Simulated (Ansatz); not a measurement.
Write the native input for Ansatz 0.2.0 that does the following.

```yaml
Task: single point
Functional: PBE
Potentials_or_basis: Ansatz PAW
Cutoff: "420 eV (not typed: the program's choice for these potentials)"
k_mesh: 7 × 7 × 5
Occupations: fermi-dirac, width 0.05 eV
Spin: collinear spin, ferromagnetic start
Starting_moments: "[1.0, 1.0, 0.0, 0.6, 0.0] μB"
```

NiMoIrPdW:

```xyz
5
Lattice="4.1467 0.0000 0.0000 -2.0734 3.5911 0.0000 0.0000 0.0000 5.4163" Properties=species:S:1:pos:R:3 pbc="T T T"
Ni   -0.0218   -0.0171    0.1156
Mo    2.1217    1.2048    2.4677
Pd    0.0063    2.4077    4.0626
Ir   -0.0004    2.4260    1.3696
W     2.0787    1.1781    5.4138
```

The cell was built by a generator and needn't be a form met in nature.

The cell isn't the ideal one: atoms moved at random, drawn with an rms of 0.05 Å.

The input as run:

input.yaml

```yaml
crystal:
  lattice:
    - [4.1467, 0.0, 0.0]
    - [-2.07335, 3.59115, 0.0]
    - [0.0, 0.0, 5.41629]
  atoms:
    - { symbol: Ni, position: [-0.007652, -0.004773, 0.021337], spin: 1.0 }
    - { symbol: Mo, position: [0.679399, 0.335483, 0.455602], spin: 1.0 }
    - { symbol: Pd, position: [0.336738, 0.670454, 0.750071] }
    - { symbol: Ir, position: [0.337664, 0.67554, 0.252862], spin: 0.6 }
    - { symbol: W, position: [0.665314, 0.328055, 0.99954] }
hamiltonian:
  xc: pbe
  pseudopotentials: { kind: paw }
magnetization:
  spin_polarized: true
kpoints:
  mp_grid: { grid: [7, 7, 5] }
scf:
  occupations: { method: fermi_dirac, width: 0.05 }
output:
  forces: true
  stress: true
  eigenvalues: true
  write_density: true
  write_potential: true
  elf: true
  volumetric_format: npy
```

Potentials or basis: Ansatz PAW.

The run is started by

```sh
$ ansatz run input.yaml --threads 8 --pin off --max-ram 20480MiB --backend cpu --events-out ev --progress --plain --runs-dir out
```

Results of the run:

```yaml
Pressure: 0.9 GPa
Largest_force: 0.612 eV/Å
Band_gap_on_the_k_mesh: none (metal or under the smearing width)
Net_moment: 0.00 μB per cell
Absolute_moment: 0.00 μB per cell
```

Caveat: the starting moments weren't kept.

It took 32 s on 8 threads of Arm Neoverse V2, with other jobs on the host, peak memory 1.1 GiB.
